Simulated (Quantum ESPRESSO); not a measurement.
A Quantum ESPRESSO 7.5 run (rev-vdW-DF2) on a crystal of composition Al3Cl lists these optical modes at the zone centre:

| symmetry | cm⁻¹ | components | active in |
| --- | --- | --- | --- |
| T1u | 83i | 3 | IR |
| T2u | 108 | 3 | silent |
| T1u | 184 | 3 | IR |

Q: How many atoms does the primitive cell hold, does the crystal have a centre of inversion, and what is its point group?

A: 9 optical and 3 acoustic modes make 4 atoms. The labels g and u show a centre of inversion, so no mode is both infrared and Raman active. The point group is m-3m (space group Pm-3m, No. 221).

The cell:

```
Al Cl
1.0
     4.35582    0.00000    0.00000
     0.00000    4.35582    0.00000
     0.00000    0.00000    4.35582
Al Cl
3 1
Direct
  0.00000 0.50000 0.50000
  0.50000 0.00000 0.50000
  0.50000 0.50000 0.00000
  0.00000 0.00000 0.00000
```

Caveat: the mesh is thin for the phonons of a metal; some modes are imaginary.
